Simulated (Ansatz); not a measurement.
# C₂H₅BTe: one species, many methods

The task here is to estimate one member of a computed series from the others.

Program: Ansatz 0.2.0, Gaussian basis. Level of theory: functionals in def2-TZVPP, the program's frozen cores in correlated methods. These are calculated values, not measurements.

The runs, in order: LDA (SPW92), PBE-D4, revPBE-D4, BLYP-D4, r2SCAN-D4, B97M-V, PBE0-D4, B3LYP-D4, r2SCANh-D4, r2SCAN0-D4, HSE06-D4, BHLYP-D4, CAM-B3LYP-D4, LC-ωPBE, ωB97X-V, ωB97M-V, B2PLYP, PBE-QIDH; CCSD(T)/def2-SVP; CCSD(T)/def2-TZVPP; MP2/def2-QZVPP; extrapolation to the limit; RPA on PBE.

**The geometry**

All runs share one geometry, relaxed beforehand with PBE0-D4 in a triple-zeta def2 set. Te takes the def2 core potential; no spin-orbit term is included.

SMILES `CC1B[Te]1`, 9 atoms, charge 0, spin multiplicity 1.

Atoms are counted from 1 here; the program's logs count them from 0.

Bond lengths: C1–C2 1.505 Å, C1–H5 1.092 Å, C1–H6 1.091 Å, C1–H7 1.097 Å, C2–B3 1.519 Å, C2–Te4 2.255 Å, C2–H8 1.088 Å, B3–Te4 2.093 Å, B3–H9 1.184 Å. Angles: C2–C1–H5 112.0°, C2–C1–H6 111.7°, C2–C1–H7 109.1°, H5–C1–H6 108.3°, H5–C1–H7 107.8°, H6–C1–H7 107.9°, C1–C2–B3 123.8°, C1–C2–Te4 117.7°, C1–C2–H8 114.0°, B3–C2–Te4 63.9°, B3–C2–H8 117.7°, Te4–C2–H8 108.2°, C2–B3–Te4 75.4°, C2–B3–H9 144.9°, Te4–B3–H9 139.6°, C2–Te4–B3 40.7°.

Set-up of the first run:

in.yaml reads:

```yaml
crystal:
  periodic: [false, false, false]
  atoms:
    - {symbol: C, position_ang: [0.197077, 0.800381, -0.804059]}
    - {symbol: C, position_ang: [0.201456, -0.505134, -0.055475]}
    - {symbol: B, position_ang: [-0.172436, -0.640089, 1.410322]}
    - {symbol: Te, position_ang: [-1.788730, -1.474230, 0.374487]}
    - {symbol: H, position_ang: [-0.027039, 0.662538, -1.863678]}
    - {symbol: H, position_ang: [-0.529243, 1.500565, -0.388921]}
    - {symbol: H, position_ang: [1.190123, 1.259490, -0.728902]}
    - {symbol: H, position_ang: [0.861574, -1.258416, -0.481517]}
    - {symbol: H, position_ang: [0.155717, -0.391405, 2.520843]}
basis:
  gaussian: {orbitals: def2-TZVPP}
hamiltonian: {xc: lda}
output: {orbitals: {seedname: orbitals}}
```

Launch:

```bash
$ ansatz run in.yaml --threads 2 --pin off --events-out ev --progress --plain --max-ram 4352MiB
```

Among the steps run: LDA; PBE-D4 (GGA); revPBE-D4 (GGA); BLYP-D4 (GGA); r2SCAN-D4 (meta-GGA); B97M-V (meta-GGA); B3LYP-D4 (hybrid); r2SCANh-D4 (hybrid); r2SCAN0-D4 (hybrid); HSE06-D4 (hybrid); BHLYP-D4 (hybrid); CAM-B3LYP-D4 (range-separated); LC-ωPBE (range-separated); ωB97X-V (range-separated); ωB97M-V (range-separated); B2PLYP (double hybrid); PBE-QIDH (double hybrid).

One of the session's tables, all rows but one given; the rest of the session is left out.

It belongs to the step «Orbital energies across the functionals». 

| functional | HOMO (eV) | LUMO (eV) | gap (eV) |
| --- | --- | --- | --- |
| LDA (SPW92) | -5.77 | -2.69 | 3.08 |
| PBE-D4 | -5.60 | -2.45 | 3.15 |
| revPBE-D4 | -5.54 | -2.36 | 3.18 |
| BLYP-D4 | -5.41 | -2.28 | 3.13 |
| r2SCAN-D4 | -5.77 | -2.21 | 3.57 |
| B97M-V | -5.72 | -2.17 | 3.55 |
| PBE0-D4 | -6.52 | -1.61 | 4.91 |
| B3LYP-D4 | -6.29 | -1.77 | 4.52 |
| r2SCANh-D4 | -6.12 | -1.91 | 4.21 |
| r2SCAN0-D4 | -6.64 | -1.46 | 5.18 |
| HSE06-D4 | ? | ? | ? |
| BHLYP-D4 | -7.25 | -0.62 | 6.63 |
| CAM-B3LYP-D4 | -7.65 | -0.54 | 7.11 |
| LC-ωPBE | -8.90 | 0.52 | 9.42 |
| ωB97X-V | -8.60 | 0.46 | 9.06 |
| ωB97M-V | -8.52 | 0.27 | 8.79 |

**Question.** Estimate the row for HSE06-D4.

The run gave: HOMO (eV): -6.13; LUMO (eV): -1.98; gap (eV): 4.15. In the column «HOMO (eV)» it lies between B3LYP-D4 (-6.29) and r2SCANh-D4 (-6.12).
